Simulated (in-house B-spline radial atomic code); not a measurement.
# Cu²⁺ in a hard spherical wall

Aim: energy and levels of Cu²⁺ squeezed by an impenetrable sphere of shrinking radius. More than one configuration is followed.

The numbers are computed with in-house B-spline radial atomic code version 1 (Dirac-Hartree-Fock, average of configuration, Fermi nucleus, basis-set limit), except any that are marked as measured or tabulated.

## (1) What is computed

| Item | Value |
| --- | --- |
| element | copper (Z = 29) |
| charge | +2 |
| electrons | 27 |
| configuration | [Ar] 3d9 |
| Hamiltonian | Dirac-Coulomb |
| nucleus | Fermi, rms radius 3.882 fm |

The outer shells:

[Ar] 3d9
```
[Ar] core
3d [↑↓][↑↓][↑↓][↑↓][↑ ]
```

The boxes draw the filling by Hund's rule, which heavy ions in jj coupling don't follow; these runs average over all states of the configuration.

Settings of the run:

```ini
Z = 29
electrons = 27.0
configuration = [Ar] 3d9
hamiltonian = dirac
method = hf
spin_polarised = False
nucleus = fermi
rms_radius = 3.8823
mass_number = 63
atomic_mass = 62.929597119
speed_of_light = 137.035999084
```

The reference is known from an earlier run: -1652.577349 hartree in all. Up to eight levels, counted from the top:

```
orbital  occupation  energy (eV)  <r> (bohr)
  2s1/2           2     -1160.72      0.2339
  2p1/2           2     -1015.07      0.2039
  2p3/2           4      -994.30      0.2072
  3s1/2           2      -166.75      0.7100
  3p1/2           2      -119.58      0.7398
  3p3/2           4      -116.79      0.7495
  3d3/2         3.6      -39.939      0.9006
  3d5/2         5.4      -39.591      0.9067
```

## (2) Wall at 7.22 bohr, configuration [Ar] 3d9

Settings of the run:

```ini
Z = 29
electrons = 27.0
configuration = [Ar] 3d9
hamiltonian = dirac
method = hf
spin_polarised = False
nucleus = fermi
rms_radius = 3.8823
mass_number = 63
atomic_mass = 62.929597119
speed_of_light = 137.035999084
wall_radius = 7.22
```

## (3) Wall at 4.75 bohr, configuration [Ar] 3d9

Changes to the settings of step 2:

```diff
@@ -11,2 +11,2 @@
 speed_of_light = 137.035999084
-wall_radius = 7.22
+wall_radius = 4.75
```

## (4) Wall at 3.33 bohr, configuration [Ar] 3d9

Changes to the settings of step 3:

```diff
@@ -11,2 +11,2 @@
 speed_of_light = 137.035999084
-wall_radius = 4.75
+wall_radius = 3.33
```

## (5) Wall at 2.69 bohr, configuration [Ar] 3d9

Changes to the settings of step 4:

```diff
@@ -11,2 +11,2 @@
 speed_of_light = 137.035999084
-wall_radius = 3.33
+wall_radius = 2.69
```

## (6) Wall at 1.92 bohr, configuration [Ar] 3d9

Changes to the settings of step 5:

```diff
@@ -11,2 +11,2 @@
 speed_of_light = 137.035999084
-wall_radius = 2.69
+wall_radius = 1.92
```

## (7) Wall at 7.22 bohr, configuration [Ne] 3s2 3p5 3d10

Settings of the run:

```ini
Z = 29
electrons = 27.0
configuration = [Ne] 3s2 3p5 3d10
hamiltonian = dirac
method = hf
spin_polarised = False
nucleus = fermi
rms_radius = 3.8823
mass_number = 63
atomic_mass = 62.929597119
speed_of_light = 137.035999084
wall_radius = 7.22
```

## (8) Wall at 4.75 bohr, configuration [Ne] 3s2 3p5 3d10

Changes to the settings of step 7:

```diff
@@ -11,2 +11,2 @@
 speed_of_light = 137.035999084
-wall_radius = 7.22
+wall_radius = 4.75
```

## (9) Wall at 3.33 bohr, configuration [Ne] 3s2 3p5 3d10

Changes to the settings of step 8:

```diff
@@ -11,2 +11,2 @@
 speed_of_light = 137.035999084
-wall_radius = 4.75
+wall_radius = 3.33
```

## (10) Wall at 2.69 bohr, configuration [Ne] 3s2 3p5 3d10

Changes to the settings of step 9:

```diff
@@ -11,2 +11,2 @@
 speed_of_light = 137.035999084
-wall_radius = 3.33
+wall_radius = 2.69
```

## (11) Wall at 1.92 bohr, configuration [Ne] 3s2 3p5 3d10

Changes to the settings of step 10:

```diff
@@ -11,2 +11,2 @@
 speed_of_light = 137.035999084
-wall_radius = 2.69
+wall_radius = 1.92
```

Before running: What do the energy and the highest level do as the wall closes in, and which configuration is lower at each radius?

As calculated:

| configuration | radius (bohr) | energy above the free system (eV) | highest level (eV) |
| --- | --- | --- | --- |
| [Ar] 3d9 | 7.22 | below noise | -39.591 (3d5/2) |
| [Ar] 3d9 | 4.75 | 0.0216 | -39.553 (3d5/2) |
| [Ar] 3d9 | 3.33 | 1.006 | -38.647 (3d5/2) |
| [Ar] 3d9 | 2.69 | 5.553 | -36.023 (3d5/2) |
| [Ar] 3d9 | 1.92 | 50.952 | -21.328 (3d5/2) |
| [Ne] 3s2 3p5 3d10 | 7.22 | 76.678 | -39.975 (3d5/2) |
| [Ne] 3s2 3p5 3d10 | 4.75 | 76.701 | -39.936 (3d5/2) |
| [Ne] 3s2 3p5 3d10 | 3.33 | 77.747 | -38.990 (3d5/2) |
| [Ne] 3s2 3p5 3d10 | 2.69 | 82.638 | -36.227 (3d5/2) |
| [Ne] 3s2 3p5 3d10 | 1.92 | 130.88 | -20.887 (3d5/2) |

**Reading.** For [Ar] 3d9 the energy above the free reference is below noise at 7.22 bohr and 50.952 eV at 1.92 bohr. Of [Ar] 3d9 and [Ne] 3s2 3p5 3d10, the first stays lower at every radius that both share. A hard wall is a crude model of an atom's surroundings.
